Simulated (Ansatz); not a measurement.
# C6H18HfN2O2: one species, many methods

One table from this session's results is given with a row withheld; the runs are named, their logs left out.

The runs use Ansatz 0.2.0, Gaussian basis; functionals in def2-TZVPP, the program's frozen cores in correlated methods.

Plan: LDA (SPW92), PBE-D4, revPBE-D4, BLYP-D4, r2SCAN-D4, B97M-V, PBE0-D4, B3LYP-D4, r2SCANh-D4, r2SCAN0-D4, HSE06-D4, BHLYP-D4, CAM-B3LYP-D4, LC-ωPBE, ωB97X-V, ωB97M-V, B2PLYP, PBE-QIDH; CCSD(T)/def2-SVP; CCSD(T)/def2-TZVPP; MP2/def2-QZVPP; extrapolation to the limit; RPA on PBE.

**The relaxed structure**

The geometry comes from an earlier relaxation with PBE0-D4 in a triple-zeta def2 set; it is a stationary point, not always the lowest conformer. Hf takes the def2 core potential; no spin-orbit term is included.

SMILES `CC(C)[NH][Hf]([OH])([OH])[NH]C(C)C`, 29 atoms, charge 0, spin multiplicity 1.

Atoms are counted from 1 here; the program's logs count them from 0.

Bond lengths: C1–C2 1.519 Å, C1–H12 1.093 Å, C1–H13 1.092 Å, C1–H14 1.095 Å, C2–C3 1.524 Å, C2–N4 1.451 Å, C2–H15 1.101 Å, C3–H16 1.093 Å, C3–H17 1.094 Å, C3–H18 1.094 Å, N4–Hf5 2.052 Å, N4–H19 1.014 Å, Hf5–O6 1.939 Å, Hf5–O7 1.946 Å, Hf5–N8 2.048 Å, O6–H20 0.952 Å, O7–H21 0.952 Å, N8–C9 1.453 Å and more. Angles: C2–C1–H12 111.0°, C2–C1–H13 111.3°, C2–C1–H14 110.2°, H12–C1–H13 108.1°, H12–C1–H14 108.6°, H13–C1–H14 107.5°, C1–C2–C3 110.7°, C1–C2–N4 109.7°, C1–C2–H15 107.4°, C3–C2–N4 111.8°, C3–C2–H15 107.8°, N4–C2–H15 109.2°, C2–C3–H16 110.9°, C2–C3–H17 109.9°, C2–C3–H18 111.5°, H16–C3–H17 107.9°, H16–C3–H18 108.0°, H17–C3–H18 108.6° and more.

Geometry (Å):

| atom | x (Å) | y (Å) | z (Å) |
| --- | --- | --- | --- |
| C1 | -1.5866 | -0.2728 | -1.5865 |
| C2 | -2.6061 | -0.0073 | -0.4920 |
| C3 | -2.9825 | -1.3007 | 0.2201 |
| N4 | -2.0852 | 0.9841 | 0.4299 |
| Hf5 | -0.1947 | 1.7045 | 0.7744 |
| O6 | -0.3377 | 2.5964 | 2.4900 |
| O7 | 0.4058 | 2.7941 | -0.7225 |
| N8 | 1.1665 | 0.1806 | 0.9121 |
| C9 | 2.0366 | -0.3960 | -0.0985 |
| C10 | 3.4872 | 0.0280 | 0.0982 |
| C11 | 1.9144 | -1.9136 | -0.1380 |
| H12 | -1.3338 | 0.6482 | -2.1188 |
| H13 | -1.9656 | -0.9928 | -2.3147 |
| H14 | -0.6696 | -0.6900 | -1.1569 |
| H15 | -3.5134 | 0.3881 | -0.9753 |
| H16 | -3.7174 | -1.1120 | 1.0071 |
| H17 | -2.0958 | -1.7404 | 0.6858 |
| H18 | -3.4110 | -2.0300 | -0.4739 |
| H19 | -2.7975 | 1.2580 | 1.0974 |
| H20 | -0.1827 | 3.3318 | 3.0742 |
| H21 | 0.1856 | 3.2870 | -1.5069 |
| H22 | 1.3559 | -0.2398 | 1.8160 |
| H23 | 1.7085 | -0.0047 | -1.0705 |
| H24 | 3.8586 | -0.3295 | 1.0641 |
| H25 | 3.5710 | 1.1163 | 0.0854 |
| H26 | 4.1342 | -0.3805 | -0.6835 |
| H27 | 2.2442 | -2.3431 | 0.8140 |
| H28 | 2.5323 | -2.3452 | -0.9301 |
| H29 | 0.8786 | -2.2185 | -0.3005 |

Set-up of the first run:

in.yaml reads:

```yaml
crystal:
  periodic: [false, false, false]
  atoms:
    - {symbol: C, position_ang: [-1.586622, -0.272768, -1.586540]}
    - {symbol: C, position_ang: [-2.606129, -0.007305, -0.492032]}
    - {symbol: C, position_ang: [-2.982484, -1.300665, 0.220079]}
    - {symbol: N, position_ang: [-2.085231, 0.984082, 0.429875]}
    - {symbol: Hf, position_ang: [-0.194712, 1.704465, 0.774392]}
    - {symbol: O, position_ang: [-0.337656, 2.596369, 2.490029]}
    - {symbol: O, position_ang: [0.405845, 2.794120, -0.722538]}
    - {symbol: N, position_ang: [1.166503, 0.180572, 0.912132]}
    - {symbol: C, position_ang: [2.036648, -0.396034, -0.098512]}
    - {symbol: C, position_ang: [3.487173, 0.028007, 0.098177]}
    - {symbol: C, position_ang: [1.914443, -1.913609, -0.138048]}
    - {symbol: H, position_ang: [-1.333802, 0.648191, -2.118816]}
    - {symbol: H, position_ang: [-1.965616, -0.992810, -2.314717]}
    - {symbol: H, position_ang: [-0.669572, -0.689963, -1.156926]}
    - {symbol: H, position_ang: [-3.513388, 0.388085, -0.975290]}
    - {symbol: H, position_ang: [-3.717352, -1.112017, 1.007137]}
    - {symbol: H, position_ang: [-2.095777, -1.740378, 0.685805]}
    - {symbol: H, position_ang: [-3.410984, -2.030031, -0.473884]}
    - {symbol: H, position_ang: [-2.797525, 1.257957, 1.097403]}
    - {symbol: H, position_ang: [-0.182661, 3.331817, 3.074173]}
    - {symbol: H, position_ang: [0.185614, 3.287049, -1.506921]}
    - {symbol: H, position_ang: [1.355923, -0.239825, 1.816024]}
    - {symbol: H, position_ang: [1.708470, -0.004716, -1.070509]}
    - {symbol: H, position_ang: [3.858573, -0.329498, 1.064126]}
    - {symbol: H, position_ang: [3.571003, 1.116288, 0.085379]}
    - {symbol: H, position_ang: [4.134215, -0.380525, -0.683547]}
    - {symbol: H, position_ang: [2.244172, -2.343128, 0.814049]}
    - {symbol: H, position_ang: [2.532340, -2.345213, -0.930064]}
    - {symbol: H, position_ang: [0.878579, -2.218517, -0.300455]}
basis:
  gaussian: {orbitals: def2-TZVPP}
hamiltonian: {xc: lda}
output: {orbitals: {seedname: orbitals}}
```

Started as:

```console
> ansatz run in.yaml --threads 11 --pin off --events-out ev --progress --plain --max-ram 174080MiB --backend cuda --devices 0, --max-vram 75GiB
```

Steps of the session up to this table: LDA; PBE-D4 (GGA); revPBE-D4 (GGA); BLYP-D4 (GGA); r2SCAN-D4 (meta-GGA); B97M-V (meta-GGA); B3LYP-D4 (hybrid); r2SCANh-D4 (hybrid); r2SCAN0-D4 (hybrid); HSE06-D4 (hybrid); BHLYP-D4 (hybrid); CAM-B3LYP-D4 (range-separated); LC-ωPBE (range-separated); ωB97X-V (range-separated); ωB97M-V (range-separated); B2PLYP (double hybrid); PBE-QIDH (double hybrid).

One of the session's tables, all rows but one given; the rest of the session is left out.

It belongs to the step «Orbital energies across the functionals». 

```
  functional  HOMO (eV)  gap (eV)
 LDA (SPW92)      -4.87      4.12
      PBE-D4          ?         ?
   revPBE-D4      -4.62      4.16
     BLYP-D4      -4.57      4.03
   r2SCAN-D4      -4.93      4.88
      B97M-V      -5.05      4.53
     PBE0-D4      -5.97      6.14
    B3LYP-D4      -5.75      5.63
  r2SCANh-D4      -5.42      5.60
  r2SCAN0-D4      -6.15      6.64
    HSE06-D4      -5.57      5.40
    BHLYP-D4      -7.19      7.89
CAM-B3LYP-D4      -7.33      8.17
     LC-ωPBE      -8.65     10.63
     ωB97X-V      -8.32     10.09
     ωB97M-V      -8.25      9.53
```

Estimate the missing values for PBE-D4.

As computed: HOMO (eV): -4.69; gap (eV): 4.14. In the column «HOMO (eV)» it lies between LDA (SPW92) (-4.87) and revPBE-D4 (-4.62).
